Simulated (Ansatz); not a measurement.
**C₂H₉BSe: one species, many methods**

The task here is to estimate one member of a computed series from the others.

Program: Ansatz 0.2.0, Gaussian basis. Level of theory: functionals in def2-TZVPP, the program's frozen cores in correlated methods. These are calculated values, not measurements.

Plan: LDA (SPW92), PBE-D4, revPBE-D4, BLYP-D4, r2SCAN-D4, B97M-V, PBE0-D4, B3LYP-D4, r2SCANh-D4, r2SCAN0-D4, HSE06-D4, BHLYP-D4, CAM-B3LYP-D4, LC-ωPBE, ωB97X-V, ωB97M-V, B2PLYP, PBE-QIDH; CCSD(T)/def2-SVP; CCSD(T)/def2-TZVPP; MP2/def2-QZVPP; extrapolation to the limit; RPA on PBE.

**Structure used throughout**

The geometry comes from an earlier relaxation with PBE0-D4 in a triple-zeta def2 set; it is a stationary point, not always the lowest conformer.

SMILES `C[BH-](C)[SeH2+]`, 13 atoms, charge 0, spin multiplicity 1.

Atoms are counted from 1 here; the program's logs count them from 0.

Bond lengths: C1–B2 1.597 Å, C1–H5 1.094 Å, C1–H6 1.096 Å, C1–H7 1.097 Å, B2–C3 1.593 Å, B2–Se4 2.281 Å, B2–H8 1.214 Å, C3–H9 1.096 Å, C3–H10 1.094 Å, C3–H11 1.098 Å, Se4–H12 1.469 Å, Se4–H13 1.472 Å. Angles: B2–C1–H5 114.8°, B2–C1–H6 113.7°, B2–C1–H7 107.3°, H5–C1–H6 108.1°, H5–C1–H7 106.2°, H6–C1–H7 106.1°, C1–B2–C3 118.1°, C1–B2–Se4 102.0°, C1–B2–H8 115.5°, C3–B2–Se4 106.1°, C3–B2–H8 116.1°, Se4–B2–H8 94.0°, B2–C3–H9 113.5°, B2–C3–H10 114.5°, B2–C3–H11 107.7°, H9–C3–H10 108.1°, H9–C3–H11 106.2°, H10–C3–H11 106.2° and more.

Coordinates:

```mol
C2H9BSe
  3D, bonds by distance, orders not assigned

 13 12  0  0  0  0  0  0  0  0999 V2000
   -0.9942    0.9633   -0.8493 C   0  0
   -0.0471   -0.2776   -0.5144 B   0  0
    1.4321    0.0237   -0.0066 C   0  0
   -1.1330   -1.2445    1.2435 Se  0  0
   -2.0351    0.7013   -1.0614 H   0  0
   -0.9892    1.7428   -0.0788 H   0  0
   -0.6061    1.4338   -1.7613 H   0  0
   -0.1771   -1.2444   -1.2375 H   0  0
    1.4759    0.7721    0.7928 H   0  0
    1.9876   -0.8589    0.3241 H   0  0
    1.9956    0.4428   -0.8503 H   0  0
   -0.0923   -2.1823    1.6870 H   0  0
   -0.7966   -0.3069    2.3271 H   0  0
  1  2  8  0
  2  3  8  0
  2  4  8  0
  1  5  8  0
  1  6  8  0
  1  7  8  0
  2  8  8  0
  3  9  8  0
  3 10  8  0
  3 11  8  0
  4 12  8  0
  4 13  8  0
M  END
```

The first run:

Input file in.yaml:

```yaml
crystal:
  periodic: [false, false, false]
  atoms:
    - {symbol: C, position_ang: [-0.994247, 0.963324, -0.849310]}
    - {symbol: B, position_ang: [-0.047092, -0.277589, -0.514442]}
    - {symbol: C, position_ang: [1.432117, 0.023749, -0.006642]}
    - {symbol: Se, position_ang: [-1.133042, -1.244459, 1.243490]}
    - {symbol: H, position_ang: [-2.035143, 0.701283, -1.061382]}
    - {symbol: H, position_ang: [-0.989202, 1.742775, -0.078833]}
    - {symbol: H, position_ang: [-0.606088, 1.433816, -1.761265]}
    - {symbol: H, position_ang: [-0.177086, -1.244357, -1.237504]}
    - {symbol: H, position_ang: [1.475927, 0.772067, 0.792790]}
    - {symbol: H, position_ang: [1.987555, -0.858891, 0.324114]}
    - {symbol: H, position_ang: [1.995608, 0.442768, -0.850313]}
    - {symbol: H, position_ang: [-0.092269, -2.182269, 1.687007]}
    - {symbol: H, position_ang: [-0.796637, -0.306916, 2.327087]}
basis:
  gaussian: {orbitals: def2-TZVPP}
hamiltonian: {xc: lda}
output: {orbitals: {seedname: orbitals}}
```

Run with:

```console
> ansatz run in.yaml --threads 4 --pin off --events-out ev --progress --plain --max-ram 10444MiB
```

Steps of the session up to this table: LDA; PBE-D4 (GGA); revPBE-D4 (GGA); BLYP-D4 (GGA); r2SCAN-D4 (meta-GGA); B97M-V (meta-GGA); B3LYP-D4 (hybrid); r2SCANh-D4 (hybrid); r2SCAN0-D4 (hybrid); HSE06-D4 (hybrid); BHLYP-D4 (hybrid); CAM-B3LYP-D4 (range-separated); LC-ωPBE (range-separated); ωB97X-V (range-separated); ωB97M-V (range-separated); B2PLYP (double hybrid); PBE-QIDH (double hybrid).

One of the session's tables, all rows but one given; the rest of the session is left out.

It belongs to the step «Orbital energies across the functionals». 

| functional | HOMO (eV) | gap (eV) |
| --- | --- | --- |
| LDA (SPW92) | -6.65 | 5.10 |
| PBE-D4 | -6.62 | 5.18 |
| revPBE-D4 | -6.59 | 5.21 |
| BLYP-D4 | -6.55 | 5.18 |
| r2SCAN-D4 | -6.90 | 5.72 |
| B97M-V | ? | ? |
| PBE0-D4 | -7.86 | 7.35 |
| B3LYP-D4 | -7.67 | 6.88 |
| r2SCANh-D4 | -7.36 | 6.52 |
| r2SCAN0-D4 | -8.04 | 7.69 |
| HSE06-D4 | -7.46 | 6.57 |
| BHLYP-D4 | -8.93 | 9.35 |
| CAM-B3LYP-D4 | -9.16 | 9.72 |
| LC-ωPBE | -10.46 | 12.26 |
| ωB97X-V | -10.14 | 11.77 |
| ωB97M-V | -10.01 | 11.43 |

**Question.** Estimate the row for B97M-V.

**Answer.** HOMO (eV): -6.97; gap (eV): 5.71. In the column «HOMO (eV)» it lies between r2SCANh-D4 (-7.36) and r2SCAN-D4 (-6.90).
